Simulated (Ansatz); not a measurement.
# C2H5FSi2: the cost of one run

The runs use Ansatz 0.2.0, Gaussian basis; functionals in def2-TZVPP, the program's frozen cores in correlated methods.

The runs, in order: PBE-D4, r2SCAN-D4, PBE0-D4, B3LYP-D4, ωB97X-V, ωB97M-V, B2PLYP; CCSD(T)/def2-TZVPP; MP2/def2-QZVPP; extrapolation to the limit.

### Step 1. The geometry

All runs share one geometry, relaxed beforehand with PBE0-D4 in a triple-zeta def2 set.

SMILES `F[SiH2]C1=C[SiH2]1`, 10 atoms, charge 0, spin multiplicity 1.

Atoms are counted from 1 here; the program's logs count them from 0.

Bond lengths: F1–Si2 1.600 Å, Si2–C3 1.834 Å, Si2–H6 1.483 Å, Si2–H7 1.484 Å, C3–C4 1.337 Å, C3–Si5 1.829 Å, C4–Si5 1.800 Å, C4–H8 1.084 Å, Si5–H9 1.480 Å, Si5–H10 1.480 Å. Angles: F1–Si2–C3 108.7°, F1–Si2–H6 107.8°, F1–Si2–H7 107.5°, C3–Si2–H6 109.8°, C3–Si2–H7 112.0°, H6–Si2–H7 110.9°, Si2–C3–C4 139.9°, Si2–C3–Si5 152.9°, C4–C3–Si5 67.2°, C3–C4–Si5 69.6°, C3–C4–H8 134.5°, Si5–C4–H8 156.0°, C3–Si5–C4 43.2°, C3–Si5–H9 121.0°, C3–Si5–H10 120.5°, C4–Si5–H9 121.3°, C4–Si5–H10 121.1°, H9–Si5–H10 112.8°.

Coordinates:

| atom | x (Å) | y (Å) | z (Å) |
| --- | --- | --- | --- |
| F1 | 0.12303 | 2.45903 | 1.04218 |
| Si2 | 0.07172 | 0.92349 | 1.48713 |
| C3 | 0.07764 | -0.12626 | -0.01700 |
| C4 | 0.57396 | -1.28977 | -0.44979 |
| Si5 | -0.43075 | -0.51948 | -1.72983 |
| H6 | -1.18788 | 0.71291 | 2.24088 |
| H7 | 1.25291 | 0.66767 | 2.34804 |
| H8 | 1.20757 | -2.05391 | -0.01440 |
| H9 | -1.79832 | -1.00167 | -2.02793 |
| H10 | 0.19322 | 0.17690 | -2.87649 |

### Step 2. PBE-D4 (GGA)

in.yaml reads:

```yaml
crystal:
  periodic: [false, false, false]
  atoms:
    - {symbol: F, position_ang: [0.123032, 2.459025, 1.042182]}
    - {symbol: Si, position_ang: [0.071723, 0.923492, 1.487134]}
    - {symbol: C, position_ang: [0.077642, -0.126258, -0.016996]}
    - {symbol: C, position_ang: [0.573962, -1.289773, -0.449789]}
    - {symbol: Si, position_ang: [-0.430755, -0.519482, -1.729830]}
    - {symbol: H, position_ang: [-1.187881, 0.712914, 2.240883]}
    - {symbol: H, position_ang: [1.252914, 0.667669, 2.348039]}
    - {symbol: H, position_ang: [1.207571, -2.053910, -0.014404]}
    - {symbol: H, position_ang: [-1.798323, -1.001672, -2.027927]}
    - {symbol: H, position_ang: [0.193216, 0.176896, -2.876492]}
basis:
  gaussian: {orbitals: def2-TZVPP}
hamiltonian: {xc: pbe, dispersion: d4}
output: {forces: true, orbitals: {seedname: orbitals}}
```

Run with:

```console
$ ansatz run in.yaml --threads 4 --pin off --events-out ev --progress --plain --max-ram 10444MiB
```

Q: Estimate wall time and peak memory on 4 threads of Arm Neoverse N1, shared host.

About 3.9 s, with a peak of 0.32 GiB.
